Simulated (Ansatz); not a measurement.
# Cu3Rh (I4/mmm) in Ansatz: notebook

One crystal, Cu3Rh, is run at these levels: PBEsol; tasks: single point.

All numbers are computed with Ansatz 0.2.0; they aren't measurements. Logs are shortened: lines on timing, memory, paths and dates and some standing lists are left out, and cuts for length are marked.

### Step 1. The structure

Symmetry: I4/mmm, No. 139, tetragonal system. Conventional cell: a = 3.675 Å, b = 3.675 Å, c = 7.201 Å, α = 90.00°, β = 90.00°, γ = 90.00°. Around Rh (site symmetry 4/mmm) lie 12 Cu at 2.57 to 2.60 Å. Around Cu (site symmetry 4/mmm) lie 8 Cu at 2.57 Å and 4 Rh at 2.60 Å. Cu (site symmetry -4m2) has 4 Rh at 2.57 Å and 8 Cu at 2.57 to 2.60 Å as nearest neighbours.

The cell comes from a database or a generator and needn't be the stable form of this composition.

### Step 2. Single point, PBEsol, 11.43 Å³/atom (volume scaled by 0.94)

The input, input.yaml:

```yaml
crystal:
  lattice:
    - [-1.7998789775, 1.7998789775, 3.5271251715]
    - [1.7998789775, -1.7998789775, 3.5271251715]
    - [1.7998789775, 1.7998789775, -3.5271251715]
  atoms:
    - { symbol: Rh, position: [0.0, 0.0, 0.0] }
    - { symbol: Cu, position: [0.5, 0.5, 0.0] }
    - { symbol: Cu, position: [0.25, 0.75, 0.5] }
    - { symbol: Cu, position: [0.75, 0.25, 0.5] }
kpoints:
  mp_grid: { grid: [10, 10, 10] }
scf:
  occupations: { method: fermi_dirac, width: 0.05 }
hamiltonian:
  xc: pbesol
  pseudopotentials: { kind: all_electron, lapw: { basis_error: 0.001 } }
output:
  forces: true
  stress: true
  eigenvalues: true
```

Potentials or basis: all-electron LAPW, scalar-relativistic.

On the command line:

```sh
> ansatz run input.yaml --threads 2 --pin off --max-ram 8192MiB --backend cpu --events-out ev --progress --plain --runs-dir out
```

What it wrote:

```text
Warning: RAYON_NUM_THREADS=2 ignored (pool sized by the plan → 2); use --threads N
LAPW: plane waves up to 9.049 Å⁻¹, error target 1.0e-3 eV per atom; small_component_spin mean_spin; Cu in spheres of 1.247 Å, 19 of its electrons in bands, Dirac shells []; Rh in spheres of 1.273 Å, 33 of its electrons in bands, Dirac shells [] (how accurate: hamiltonian.pseudopotentials.lapw.basis_error, Limitations)
Engine: ansatz 0.2.0, x86_64-unknown-linux-gnu
Pseudopotentials: kind: all_electron
Pseudopotential: Rh, LAPW, valence charge 33, lapw/all_electron/scalar/gaussian/Rh, Koelling and Harmon's equation, gaussian nucleus
Pseudopotential: Cu, LAPW, valence charge 19, lapw/all_electron/scalar/gaussian/Cu, Koelling and Harmon's equation, gaussian nucleus
Functional definition: PBEsol
  exchange = pbesol_x
  correlation = pbesol_c
Crystal: 4 atoms, lattice volume = 45.705 Å³
Basis set: ecut = 311.9732342651487 eV, 575 PW (Γ), FFT grids on a1+a3, a2+a3, a3, exchange–correlation at level 2
Bands: 54, of which v1, the nominal top of the filled ones, is band 45 counted from 1 (44 counted from 0)
Symmetry: 16 space group operations
Space group: I4/mmm (ITA 139), of the structure as read, at distance tolerance 3.6e-5 Å
k-points: 102 of 1000
Non-local potential: Rh, projectors of the file, none
Non-local potential: Cu, projectors of the file, none
Initial density: superposition of atomic densities (chi_scale 0.1, normalization cell, long waves kept (reshape's long-wave potential 0.00 eV rms))
Initial wavefunctions: plane waves of lowest kinetic energy (no species holds an atomic orbital)
Functional: x = pbesol(κ = 0.804, μ = 0.12345679012345678), c = pbesol(β = 0.046)
iter 1 solved again at ethr=3.55e-3 eV; its pass at ethr=1.00e-1 eV (dr2=3.19e0 eV) is discarded
SCF iter   1: F=—  HF=-265120.906753 eV  |F-HF|=—  |Δ(HF+E_count)|=         —  Δρ=7.38e-2  dr2=3.20e0  ethr=3.55e-3  ⟨swp⟩=2.0  Hψ=36517  notcnv=0
preconditioner: auto → Kerker (q_TF=auto, 3.054 Å⁻¹)  [metal: Δε(μ)=0.006 eV  Ē_g=10.238 eV  σ=0.050 eV  W_gap=0.03  n_scr=22 (ndim 8)  ℏωp=35.6 eV  f_vac=0.000  D(μ)=5.13/eV (n_scr^D=68)]
SCF iter   2: F=—  HF=-265131.000790 eV  |F-HF|=—  |Δ(HF+E_count)|=    1.01e1  Δρ=1.11e-1  dr2=1.01e1  ethr=3.55e-3  ⟨swp⟩=3.0  Hψ=17531  notcnv=0  recentre
iter 3 solved again at ethr=7.10e-5 eV; its pass at ethr=3.55e-3 eV (dr2=6.39e-2 eV) is discarded
SCF iter   3: F=—  HF=-265116.642482 eV  |F-HF|=—  |Δ(HF+E_count)|=    1.44e1  Δρ=1.22e-2  dr2=6.39e-2  ethr=7.10e-5  ⟨swp⟩=2.0  Hψ=27762  notcnv=0
SCF iter   4: F=—  HF=-265116.599523 eV  |F-HF|=—  |Δ(HF+E_count)|=         —  Δρ=1.20e-2  dr2=7.39e-2  ethr=7.09e-5  ⟨swp⟩=2.0  Hψ=15780  notcnv=0
the basis was enlarged: its passes take 180.7 KiB over the memory plan, 2 of 2 planned eigensolver slots
SCF iter   5: F=—  HF=-265116.606657 eV  |F-HF|=—  |Δ(HF+E_count)|=   7.13e-3  Δρ=1.06e-2  dr2=8.35e-2  ethr=7.09e-5  ⟨swp⟩=2.0  Hψ=15884  notcnv=0
SCF iter   6: F=—  HF=-265116.562703 eV  |F-HF|=—  |Δ(HF+E_count)|=   4.40e-2  Δρ=5.17e-3  dr2=1.73e-2  ethr=7.09e-5  ⟨swp⟩=2.0  Hψ=15003  notcnv=0
SCF iter   7: F=—  HF=-265116.563980 eV  |F-HF|=—  |Δ(HF+E_count)|=   1.28e-3  Δρ=2.62e-3  dr2=4.15e-3  ethr=1.92e-5  ⟨swp⟩=2.0  Hψ=15860  notcnv=0
SCF iter   8: F=—  HF=-265116.560147 eV  |F-HF|=—  |Δ(HF+E_count)|=   3.83e-3  Δρ=5.29e-4  dr2=2.31e-4  ethr=4.61e-6  ⟨swp⟩=2.0  Hψ=15779  notcnv=0
SCF iter   9: F=—  HF=-265116.560096 eV  |F-HF|=—  |Δ(HF+E_count)|=   5.11e-5  Δρ=3.56e-4  dr2=1.24e-4  ethr=2.57e-7  ⟨swp⟩=2.0  Hψ=15779  notcnv=0
SCF iter  10: F=—  HF=-265116.560065 eV  |F-HF|=—  |Δ(HF+E_count)|=   3.06e-5  Δρ=7.54e-5  dr2=4.72e-6  ethr=1.37e-7  ⟨swp⟩=2.0  Hψ=15779  notcnv=0
SCF iter  11: F=—  HF=-265116.560063 eV  |F-HF|=—  |Δ(HF+E_count)|=   1.78e-6  Δρ=2.86e-5  dr2=5.80e-7  ethr=5.24e-9  ⟨swp⟩=2.0  Hψ=15779  notcnv=0
SCF iter  12: F=-265116.560063 eV  HF=-265116.560063 eV  |F-HF|=8.64e-8  |Δ(HF+E_count)|=   7.15e-8  Δρ=6.90e-6  dr2=2.65e-8  ethr=6.44e-10  ⟨swp⟩=2.0  Hψ=15779  notcnv=0
SCF 1 converged in 12 iterations: F = -265116.560063 eV  dr2 = 2.65e-8
SCF converged after 12 iterations
Free energy (F): -265116.560063 eV
Harris-Foulkes:  -265116.560063 eV  (|F-HF|=8.64e-8)
Internal energy: -265116.537823 eV  (E = F + TS)
E sigma→0 (E₀):  -265116.548943 eV
Entropy (-TS):   -0.022240 eV (-5.560 meV/atom)
Fermi energy:    20.115916 eV
--- Per-component energies (eV) ---
  E_band       = -6496.570461
  E_kinetic    = 272849.580181
  E_xc         = -9128.873106
  E_electrostatic = -528837.244898  (all electrons and nuclei)
  E_smearing   = -0.022240  (= −TS)
  E_closure    = 0.000000  (closes the sum)
  E_atoms      = -265095.707618  (free atoms, spherical and without spin; not in F)
  Σ components = -265116.560063   (vs F -265116.560063, Δ=0.00e0)
  Basis errors (estimates in eV, not in F): energy 2.3e-4 per atom: plane waves 1.9e-4 (9.8e-5 summed), levels above the bands 5.8e-106, relativity 1.6e-8, radial functions 3.3e-5, core shells 6.2e-8; eigenvalues (radial functions only) 7.7e-7; not estimated: angular momenta, meshes, grids; target (lapw.basis_error) 1.0e-3; muffin-tin radii Cu 1.247 Å, Rh 1.273 Å
--- Forces (eV/Å), atoms counted from 1 ---
  atom   1  Rh     0.00000000     0.00000000     0.00000000
  atom   2  Cu    -0.00000000     0.00000000    -0.00000000
  atom   3  Cu     0.00000000     0.00000000     0.00000000
  atom   4  Cu    -0.00000000    -0.00000000     0.00000000
  max |Σ_I F_I| component: 2.22e-30 eV/Å
--- Stress (GPa, compression-positive) ---
       10.711926       0.000000       0.000000
        0.000000      10.711926       0.000000
        0.000000       0.000000      10.382439
  P = ⅓ Tr σ = 10.6021 GPa (106.021 kbar)
--- Band table (eV; the first three rows and the last of 102) ---
  k-point 0: bands = ["-457.6806", "-457.6806", "-457.5958", "-275.9058", "-275.8958", "-275.8474", "-275.8474", "-275.8152", "-92.0577", "-92.0442", "-92.0341", "-57.7286", "-49.6261", "-49.5986", "-49.5986", "-49.5876", "-49.5768", "-49.5768", "-49.5342", "-49.5342", "-49.5341", "-25.7290", "-25.7290", "-25.5923", "10.7999", "14.7394", "15.2681", "15.4053", "16.0178", "16.3847", "16.3847", "16.6602", "16.6602", "17.1354", "17.1354", "17.2520", "17.9476", "18.0580", "18.1278", "18.7752", "19.2829", "19.3944", "19.5644", "19.5644", "20.4060", "22.5220", "27.5182", "27.5182", "28.2508", "28.2508", "28.5813", "29.4067", "30.0576", "31.5662"]
  k-point 1: bands = ["-457.6806", "-457.6806", "-457.5958", "-275.9058", "-275.8958", "-275.8474", "-275.8474", "-275.8152", "-92.0570", "-92.0447", "-92.0343", "-57.7286", "-49.6253", "-49.5991", "-49.5942", "-49.5930", "-49.5775", "-49.5705", "-49.5392", "-49.5344", "-49.5340", "-25.7311", "-25.7303", "-25.5922", "11.0593", "14.8824", "15.3602", "15.5590", "16.1088", "16.1496", "16.5072", "16.5130", "16.7406", "17.0681", "17.1883", "17.3144", "17.9363", "18.0504", "18.0770", "18.6888", "19.0056", "19.2574", "19.2625", "19.5434", "20.1291", "23.3478", "26.4433", "26.6616", "27.0391", "27.1468", "30.1721", "30.3986", "31.4112", "32.1474"]
  k-point 2: bands = ["-457.6806", "-457.6806", "-457.5958", "-275.9058", "-275.8958", "-275.8474", "-275.8474", "-275.8152", "-92.0551", "-92.0460", "-92.0349", "-57.7284", "-49.6239", "-49.6038", "-49.5994", "-49.5806", "-49.5781", "-49.5614", "-49.5512", "-49.5356", "-49.5338", "-25.7359", "-25.7335", "-25.5921", "11.8055", "15.2428", "15.5870", "15.5959", "15.9895", "16.1529", "16.3580", "16.8617", "16.9050", "16.9805", "17.3385", "17.4296", "17.7730", "17.9494", "17.9756", "18.0906", "18.5911", "18.9236", "19.0853", "19.4649", "19.7685", "24.3210", "24.9402", "25.1241", "26.4981", "26.5117", "28.9844", "30.3227", "33.0015", "33.5277"]
  k-point 101: bands = ["-457.6806", "-457.6806", "-457.5958", "-275.9058", "-275.8958", "-275.8474", "-275.8474", "-275.8152", "-92.0543", "-92.0442", "-92.0374", "-57.7291", "-49.6140", "-49.6140", "-49.5976", "-49.5867", "-49.5623", "-49.5520", "-49.5520", "-49.5438", "-49.5438", "-25.7287", "-25.7287", "-25.5970", "13.5945", "13.6778", "14.4308", "15.1339", "15.3015", "15.3015", "16.0888", "16.3763", "17.5956", "17.7949", "17.7949", "17.8956", "18.1619", "18.1619", "18.2854", "18.5374", "18.7740", "19.6215", "20.0418", "20.0737", "20.0737", "20.3277", "22.0738", "22.0738", "29.2805", "29.5985", "32.7032", "33.6220", "33.6220", "35.3239"]
```

Run time: 54 s. Hardware: 2 threads of Intel Xeon Platinum 8375C at 2.90GHz (Ice Lake), shared host; peak memory 1 GiB.

What came out:

- Free energy: -265116.5601 eV
- Pressure: 10.6 GPa
- Band gap on the k mesh: none (metal or under the smearing width)

### Step 3. Single point, PBEsol, 11.67 Å³/atom (volume scaled by 0.96)

input.yaml, as its differences from that of step 2:

```diff
@@ -2,5 +2,5 @@
   lattice:
-    - [-1.7998789775, 1.7998789775, 3.5271251715]
-    - [1.7998789775, -1.7998789775, 3.5271251715]
-    - [1.7998789775, 1.7998789775, -3.5271251715]
+    - [-1.8125545991, 1.8125545991, 3.5519648995]
+    - [1.8125545991, -1.8125545991, 3.5519648995]
+    - [1.8125545991, 1.8125545991, -3.5519648995]
   atoms:
```

Potentials or basis: all-electron LAPW, scalar-relativistic.

On the command line:

```sh
> ansatz run input.yaml --threads 2 --pin off --max-ram 8192MiB --backend cpu --events-out ev --progress --plain --runs-dir out
```

It took 53 s on 2 threads of Intel Xeon Platinum 8375C at 2.90GHz (Ice Lake), shared host; peak memory 0.99 GiB.

It converged, with:

- Free energy: -265116.6093 eV
- Pressure: 5.7 GPa
- Band gap on the k mesh: none (metal or under the smearing width)

### Step 4. Single point, PBEsol, 11.91 Å³/atom (volume scaled by 0.98)

input.yaml, as its differences from that of step 3:

```diff
@@ -2,5 +2,5 @@
   lattice:
-    - [-1.8125545991, 1.8125545991, 3.5519648995]
-    - [1.8125545991, -1.8125545991, 3.5519648995]
-    - [1.8125545991, 1.8125545991, -3.5519648995]
+    - [-1.8250553707, 1.8250553707, 3.5764619833]
+    - [1.8250553707, -1.8250553707, 3.5764619833]
+    - [1.8250553707, 1.8250553707, -3.5764619833]
   atoms:
```

On the command line:

```sh
> ansatz run input.yaml --threads 2 --pin off --max-ram 8192MiB --backend cpu --events-out ev --progress --plain --runs-dir out
```

Run time: 56 s. Hardware: 2 threads of Intel Xeon Platinum 8375C at 2.90GHz (Ice Lake), shared host; peak memory 0.99 GiB.

Results (log left out):

| Item | Value |
| --- | --- |
| Free energy | -265116.6302 eV |
| Pressure | 1.3 GPa |
| Band gap on the k mesh | none (metal or under the smearing width) |

### Step 5. Single point, PBEsol, 12.16 Å³/atom

input.yaml, as its differences from that of step 4:

```diff
@@ -2,5 +2,5 @@
   lattice:
-    - [-1.8250553707, 1.8250553707, 3.5764619833]
-    - [1.8250553707, -1.8250553707, 3.5764619833]
-    - [1.8250553707, 1.8250553707, -3.5764619833]
+    - [-1.8373872, 1.8373872, 3.600628]
+    - [1.8373872, -1.8373872, 3.600628]
+    - [1.8373872, 1.8373872, -3.600628]
   atoms:
```

On the command line:

```sh
> ansatz run input.yaml --threads 2 --pin off --max-ram 8192MiB --backend cpu --events-out ev --progress --plain --runs-dir out
```

Run time: 53 s. Hardware: 2 threads of Intel Xeon Platinum 8375C at 2.90GHz (Ice Lake), shared host; peak memory 1 GiB.

The run converged. Its results:

| Property | Result |
| --- | --- |
| Free energy | -265116.6263 eV |
| Pressure | -2.5 GPa |
| Band gap on the k mesh | none (metal or under the smearing width) |

### Step 6. Single point, PBEsol, 12.40 Å³/atom (volume scaled by 1.02)

input.yaml, as its differences from that of step 5:

```diff
@@ -2,5 +2,5 @@
   lattice:
-    - [-1.8373872, 1.8373872, 3.600628]
-    - [1.8373872, -1.8373872, 3.600628]
-    - [1.8373872, 1.8373872, -3.600628]
+    - [-1.8495556818, 1.8495556818, 3.6244739135]
+    - [1.8495556818, -1.8495556818, 3.6244739135]
+    - [1.8495556818, 1.8495556818, -3.6244739135]
   atoms:
```

Potentials or basis: all-electron LAPW, scalar-relativistic.

On the command line:

```sh
> ansatz run input.yaml --threads 2 --pin off --max-ram 8192MiB --backend cpu --events-out ev --progress --plain --runs-dir out
```

Wall time 56 s (2 threads of Intel Xeon Platinum 8375C at 2.90GHz (Ice Lake), shared host); peak memory 1 GiB.

The run converged. Its results:

```yaml
Free_energy: -265116.6005 eV
Pressure: -5.9 GPa
Band_gap_on_the_k_mesh: none (metal or under the smearing width)
```

### Step 7. Single point, PBEsol, 12.64 Å³/atom (volume scaled by 1.04)

input.yaml, as its differences from that of step 6:

```diff
@@ -2,5 +2,5 @@
   lattice:
-    - [-1.8495556818, 1.8495556818, 3.6244739135]
-    - [1.8495556818, -1.8495556818, 3.6244739135]
-    - [1.8495556818, 1.8495556818, -3.6244739135]
+    - [-1.8615661201, 1.8615661201, 3.6480101179]
+    - [1.8615661201, -1.8615661201, 3.6480101179]
+    - [1.8615661201, 1.8615661201, -3.6480101179]
   atoms:
```

On the command line:

```sh
> ansatz run input.yaml --threads 2 --pin off --max-ram 8192MiB --backend cpu --events-out ev --progress --plain --runs-dir out
```

It took 51 s on 2 threads of Intel Xeon Platinum 8375C at 2.90GHz (Ice Lake), shared host; peak memory 0.99 GiB.

It converged, with:

- Free energy: -265116.5552 eV
- Pressure: -8.9 GPa
- Band gap on the k mesh: none (metal or under the smearing width)

### Step 8. Single point, PBEsol, 12.89 Å³/atom (volume scaled by 1.06)

input.yaml, as its differences from that of step 7:

```diff
@@ -2,5 +2,5 @@
   lattice:
-    - [-1.8615661201, 1.8615661201, 3.6480101179]
-    - [1.8615661201, -1.8615661201, 3.6480101179]
-    - [1.8615661201, 1.8615661201, -3.6480101179]
+    - [-1.8734235489, 1.8734235489, 3.6712464776]
+    - [1.8734235489, -1.8734235489, 3.6712464776]
+    - [1.8734235489, 1.8734235489, -3.6712464776]
   atoms:
```

On the command line:

```sh
> ansatz run input.yaml --threads 2 --pin off --max-ram 8192MiB --backend cpu --events-out ev --progress --plain --runs-dir out
```

Wall time 52 s (2 threads of Intel Xeon Platinum 8375C at 2.90GHz (Ice Lake), shared host); peak memory 0.99 GiB.

Results (log left out):

| Property | Result |
| --- | --- |
| Free energy | -265116.4927 eV |
| Pressure | -11.6 GPa |
| Band gap on the k mesh | none (metal or under the smearing width) |

### Step 9. The reference run

An earlier run on the cell as given: functional PBEsol; potentials or basis all-electron LAPW, scalar-relativistic; cutoff 298 eV (chosen from the basis error); basis error allowed 0.001 eV/atom; k mesh 10 × 10 × 10; occupations fermi-dirac, width 0.05 eV; no spin polarisation.

* Pressure: -2.5 GPa
* Band gap on the k mesh: none (metal or under the smearing width)
